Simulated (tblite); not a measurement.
# C5H8F3NSi: the cost of one run

Computed with tblite 0.8.0 and PySCF 2.14.0, with density-fitted response routines of our own, on a single molecule in the gas phase. Atoms count from 0, in the outputs and in this text.

**1. The molecule as given**

18 atoms, charge 0, multiplicity 1; geometry from: force field or distance geometry start.

Bonds of the start (Å): C0–C1 1.47, C1–C2 1.19, C2–Si3 1.91, Si3–C4 1.87, Si3–N5 1.75, Si3–C6 1.86, C6–F7 1.35, C6–F8 1.36, C6–F9 1.35, C0–H10 1.09, C0–H11 1.09, C0–H12 1.08, C4–H13 1.10, C4–H14 1.11, C4–H15 1.10, N5–H16 1.02, N5–H17 1.02.

**2. Optimising the geometry with GFN2-xTB**

Job settings and geometry (Å):

```
{"job": {"kind": "relax", "xc": "GFN2-xTB", "basis": "xTB"}, "charge": 0, "multiplicity": 1}
C      3.522700     0.263800    -0.564200
C      2.076500     0.139000    -0.303400
C      0.914800     0.024100    -0.069000
Si    -0.956300    -0.157300     0.275900
C     -1.823000    -0.633900    -1.311900
N     -1.012600    -1.568500     1.312400
C     -1.706900     1.399600     0.960900
F     -3.036000     1.267500     1.174700
F     -1.145600     1.738500     2.154500
F     -1.541200     2.442600     0.123500
H      4.100800    -0.210000     0.224900
H      3.800200     1.317200    -0.615300
H      3.770900    -0.205400    -1.504200
H     -1.373100    -1.532800    -1.757800
H     -1.743100     0.187400    -2.047300
H     -2.886600    -0.824100    -1.128200
H     -0.448100    -2.295700     0.881200
H     -0.522400    -1.345500     2.181600
```

Launch:

```sh
OMP_NUM_THREADS=1 python probes_run.py task.json out
```

This one command runs all jobs of the session in turn.

**Question.** How long does this first job take on 1 thread of Arm Neoverse N1, shared host?

About 1.4 s.
